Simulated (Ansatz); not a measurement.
# GeH5NSSi: the cost of one run

All numbers below are computed with Ansatz 0.2.0 (RKS B3LYP-D4/def2-SVP).

## 1. The starting structure

Bond lengths: N1–Ge2 1.799 Å, Ge2–Si3 2.285 Å, Ge2–S4 2.196 Å, Si3–S4 2.094 Å, N1–H5 1.041 Å, N1–H6 1.082 Å, Ge2–H7 1.574 Å, Si3–H8 1.429 Å, Si3–H9 1.506 Å. Angles (14 of 16 angles, heavy atoms first): N1–Ge2–Si3 113.2°, N1–Ge2–S4 112.6°, Si3–Ge2–S4 55.7°, Ge2–Si3–S4 60.0°, Ge2–S4–Si3 64.3°, N1–Ge2–H7 119.5°, Si3–Ge2–H7 125.3°, S4–Ge2–H7 111.8°, Ge2–N1–H5 110.7°, Ge2–N1–H6 109.9°, Ge2–Si3–H8 114.0°, Ge2–Si3–H9 113.4°, S4–Si3–H8 118.1°, S4–Si3–H9 113.7°.

Coordinates:

```xyz
9

N    -0.6389    1.5777   -0.4648
Ge    0.4587    0.1529   -0.4949
Si   -0.0214   -1.3859    1.1244
S    -0.6126   -1.7296   -0.8548
H    -0.1273    2.4290   -0.1518
H    -0.9321    1.8388   -1.4732
H     1.8026    0.2262   -1.3102
H    -1.0136   -0.9567    2.0590
H     1.1731   -2.1986    1.5492
```

## 2. Relaxing end A

File input.yaml:

```yaml
crystal:
  periodic: [false, false, false]
  atoms:
    - { symbol: "N", position_ang: [-0.6389, 1.5777, -0.4648] }
    - { symbol: Ge, position_ang: [0.4587, 0.1529, -0.4949] }
    - { symbol: Si, position_ang: [-0.0214, -1.3859, 1.1244] }
    - { symbol: S, position_ang: [-0.6126, -1.7296, -0.8548] }
    - { symbol: H, position_ang: [-0.1273, 2.429, -0.1518] }
    - { symbol: H, position_ang: [-0.9321, 1.8388, -1.4732] }
    - { symbol: H, position_ang: [1.8026, 0.2262, -1.3102] }
    - { symbol: H, position_ang: [-1.0136, -0.9567, 2.059] }
    - { symbol: H, position_ang: [1.1731, -2.1986, 1.5492] }
basis:
  gaussian: { orbitals: def2-SVP }
hamiltonian:
  xc: b3lyp
  dispersion: d4
relax:
  f_tol: 0.015
  max_steps: 40
```

On the command line:

```sh
ansatz run input.yaml --threads 2 --pin off --max-ram 3072MiB --backend cpu --events-out ev --progress --plain --runs-dir out
```

**Question.** How long does this run take on 2 threads of Arm Neoverse V2, shared host, and how much memory does it need?

About 56 s, with a peak of 0.26 GiB.
